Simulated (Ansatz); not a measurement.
**Si2Ni: a relaxation**

The task, for Si2Ni: find the bulk's equilibrium cell.

The COD entry's cell or inner coordinates are ideal or old and differ from later refinements, so a difference from it is no clean test against experiment.

Method: DFT PBEsol, scalar-relativistic, plane waves, PAW, in Ansatz 0.2.0.

1 further run of the same task is left out (set aside as unsound or not needed).

Symmetry: Fm-3m, No. 225, cubic system. The conventional cell has a = 5.395 Å, b = 5.395 Å, c = 5.395 Å, α = 90.00°, β = 90.00°, γ = 90.00°. Around Si (site symmetry -43m) lie 4 Ni at 2.34 Å. Around Ni (site symmetry m-3m) lie 8 Si at 2.34 Å.

Coordinates:

```xyz
3
Lattice="0.0000 2.6975 2.6975 2.6975 0.0000 2.6975 2.6975 2.6975 0.0000" Properties=species:S:1:pos:R:3 pbc="T T T"
Si    1.3487    1.3487    1.3487
Si    4.0462    4.0462    4.0462
Ni    0.0000    0.0000    0.0000
```

The structure comes from the Crystallography Open Database.

The structure above is the start of the run; the results belong to its end.

| quantity | value |
| --- | --- |
| bulk: relaxed cell (conventional) | a = 5.391 Å, b = 5.391 Å, c = 5.391 Å, α = 90.00°, β = 90.00°, γ = 90.00° |
| bulk: space group (0.01 Å) | Fm-3m (No. 225) |
| bulk: volume | 13.06 Å³/atom |
| bulk: formation energy (elements from runs with the same settings, not shown) | -0.45 eV/atom |

In words: The bulk's volume hardly moved (-0.2 %). A spin-polarised run here lost its starting moments, which speaks against magnetism, though one start doesn't rule it out.

Q: Write the input and the launch command of the relaxation that these results rest on.

A: The one used for the relaxation. It is one of several that fit.

Input file input.yaml:

```yaml
crystal:
  lattice:
    - [0.0, 2.6975, 2.6975]
    - [2.6975, 0.0, 2.6975]
    - [2.6975, 2.6975, 0.0]
  atoms:
    - { symbol: Si, position: [0.25, 0.25, 0.25] }
    - { symbol: Si, position: [0.75, 0.75, 0.75] }
    - { symbol: Ni, position: [0.0, 0.0, 0.0] }
basis:
  ecutwfc: 420
kpoints:
  mp_grid: { grid: [14, 14, 14] }
hamiltonian:
  xc: pbesol
scf:
  occupations: { method: gaussian, width: 0.1 }
output:
  forces: true
  stress: true
  eigenvalues: true
relax:
  adjacent_minimum: "off"
  f_tol: 0.005
  max_steps: 80
  cell: { stress_tol: 0.05 }
```

Started as:

```sh
> ansatz run input.yaml --threads 2 --pin off --max-ram 5120MiB --backend cpu --events-out ev --progress --plain --runs-dir out
```
